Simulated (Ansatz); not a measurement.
# NaGe+ (triplet): the correlation ladder at distance Ge1–Na2 = 3.212 Å, aug-cc-pVTZ

The task here is to estimate one member of a computed series from the others.

The runs use Ansatz 0.2.0, Gaussian basis; aug-cc-pVTZ, core rule «outside noble gas», up to 19 orbitals frozen.

Plan: UHF; CCSD(T) on ROHF; CCSD(T) on UHF; BCCD(T) on ROHF; CCSDT(Q) on ROHF; CCSDT(Q) on UHF; Full CI; Full CI in the symmetry of the determinant.

53 further runs of the same task are left out: 29 for a known fault of the program, 18 that didn't finish, 6 set aside as unsound or not needed.

## The system

The geometry derives from a PBE0/def2-TZVP stationary point (not a proven minimum). One bond is set to the value named and the two fragments are kept rigid. No spin-orbit coupling is included. The filled d shell of Ge may be among the frozen orbitals whatever the setting's name suggests; the logs give the count.

2 atoms, charge 1, spin multiplicity 3.

Atoms are counted from 1 here; the program's logs count them from 0.

No contacts short enough for the rule that draws bonds.

The first run:

File in.yaml:

```yaml
crystal:
  periodic: [false, false, false]
  atoms:
    - {symbol: Ge, position_ang: [0.000000, 0.000000, 0.000000]}
    - {symbol: Na, position_ang: [0.000000, 0.000000, 3.211600]}
basis:
  gaussian: {orbitals: aug-cc-pVTZ}
total_charge: 1
magnetization: {spin_polarized: true, initial_magnetization: 2}
hamiltonian: {xc: hf}
output: {orbitals: {seedname: orbitals}}
```

The run is started by

```console
$ ansatz run in.yaml --threads 1 --pin off --events-out ev --progress --plain --max-ram 2393MiB
```

Among the steps run: UHF; CCSD(T) on ROHF; CCSD(T) on UHF; BCCD(T) on ROHF; CCSDT(Q) on ROHF; CCSDT(Q) on UHF; Full CI; Full CI in the symmetry of the determinant.

One of the session's tables, all rows but one given; the rest of the session is left out.

It belongs to the step «Misses and costs». 

```
   method  from FCI (kcal/mol)
     ROHF               +44.68
      UHF               +42.18
     RMP2               +10.60
     UMP2               +10.56
    RCCSD                +1.65
    UCCSD                +1.34
 RCCSD(T)                +0.36
 UCCSD(T)                +0.12
  BCCD(T)                +0.37
   RCCSDT                +0.02
   UCCSDT                -0.22
RCCSDT(Q)                 0.00
UCCSDT(Q)                    ?
      FCI                    0
```

Q: Estimate the row for UCCSDT(Q) from the others.

**Answer.** from FCI (kcal/mol): -0.24. In the column «from FCI (kcal/mol)» it is the lowest.

Caveats from the session: UCCSDT, UCCSDT(Q) fall below full CI: unrestricted runs freeze a spin-polarised core, another one than full CI's, and coupled cluster isn't variational. Levels on UHF freeze UHF's core orbitals, full CI those of ROHF, so the U rows can settle a little off it for that reason alone. Restricted and unrestricted rows rest on different reference determinants; where their highest levels disagree by more than a few hundredths of an eV, they describe different states and don't form one ladder.
